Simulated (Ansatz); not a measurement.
# SrMn2As2 (P-3m1): equation of state

An exercise on one series of results from a longer session: the logs are not shown, and one member is left open.

Computed with Ansatz 0.2.0 (DFT LDA, scalar-relativistic, plane waves, PAW, unless a step's input says otherwise).

## The system as given

The structure is trigonal, space group P-3m1 (No. 164). The conventional cell has a = 3.996 Å, b = 3.996 Å, c = 7.107 Å, α = 90.00°, β = 90.00°, γ = 120.00°. Sr (site symmetry -3m) is surrounded by 6 As at 3.05 Å. Around Mn (site symmetry 3m) lie 4 As at 2.31 to 2.44 Å. As (site symmetry 3m) is surrounded by 4 Mn at 2.31 to 2.44 Å and 3 Sr at 3.05 Å.

As a file:

```
CELL_PARAMETERS angstrom
3.99608 0.00000 0.00000
-1.99804 3.46071 0.00000
0.00000 0.00000 7.10744
ATOMIC_POSITIONS crystal
Sr 0.00000 0.00000 0.00000
Mn 0.66667 0.33333 0.39303
Mn 0.33333 0.66667 0.60697
As 0.66667 0.33333 0.71847
As 0.33333 0.66667 0.28153
```

An earlier run at LDA left this cell at 19.658 Å³/atom and 0.03 GPa (12×12×6 mesh). The large moments point both ways and cancel.

Volume factors to run: 0.980, 1.020, 0.960, 1.040.

The first run:

File input.yaml:

```yaml
crystal:
  lattice:
    - [3.9692633474, 0.0, 0.0]
    - [-1.9846316737, 3.4374828932, 0.0]
    - [0.0, 0.0, 7.0597346108]
  atoms:
    - { symbol: Sr, position: [0.0, 0.0, -3.712e-07] }
    - { symbol: Mn, position: [0.6666666667, 0.3333333333, 0.3930346339], spin: 3.01 }
    - { symbol: Mn, position: [0.3333333333, 0.6666666667, 0.606965407], spin: -3.01 }
    - { symbol: As, position: [0.6666666667, 0.3333333333, 0.71846851] }
    - { symbol: As, position: [0.3333333333, 0.6666666667, 0.2815318204] }
basis:
  ecutwfc: 420
  ecutrho_ratio: 4
kpoints:
  mp_grid: { grid: [12, 12, 6] }
hamiltonian:
  xc: lda
scf:
  occupations: { method: gaussian, width: 0.05 }
output:
  forces: true
  stress: true
  eigenvalues: true
  populations: true
magnetization:
  spin_polarized: true
relax:
  f_tol: 0.01
  max_steps: 40
  cell: { stress_tol: 0.1, fix: [volume] }
```

Launch:

```bash
$ ansatz run input.yaml --threads 4 --pin off --max-ram 10240MiB --backend cpu --events-out ev --progress --plain --runs-dir out
```

Among the steps run: At 0.980 of the relaxed volume; At 1.020 of the relaxed volume; Volume × 0.960; Volume × 1.040.

One of the session's tables, all rows but one given; the rest of the session is left out.

It belongs to the step «The fit». 

```
volume (Å³/atom)  energy (meV/atom)  pressure (GPa)  moment of atom 2 (μB)
          18.872               6.75            2.80                   2.54
          19.265                  ?               ?                      ?
          19.658               0.00            0.03                   2.74
          20.051               1.38           -1.16                   2.83
          20.444               5.53           -2.23                   2.91
```

Q: Estimate the row for volume (Å³/atom) = 19.265 from the others.

Worked estimate for «energy (meV/atom)». A straight line through the neighbours (18.872, 6.75) and (19.658, 0.00) gives 6.75 + (0.00 − 6.75) × (19.265 − 18.872) / (19.658 − 18.872) = 3.38; a parabola fitted to 3 rows on both sides gives 1.79.

The run gave: energy (meV/atom): 1.68; pressure (GPa): 1.34; moment of atom 2 (μB): 2.64. In «energy (meV/atom)» the line misses by +1.70 and the parabola by +0.11.

Limits of these values: Warnings in the runs' records: stability check not made.
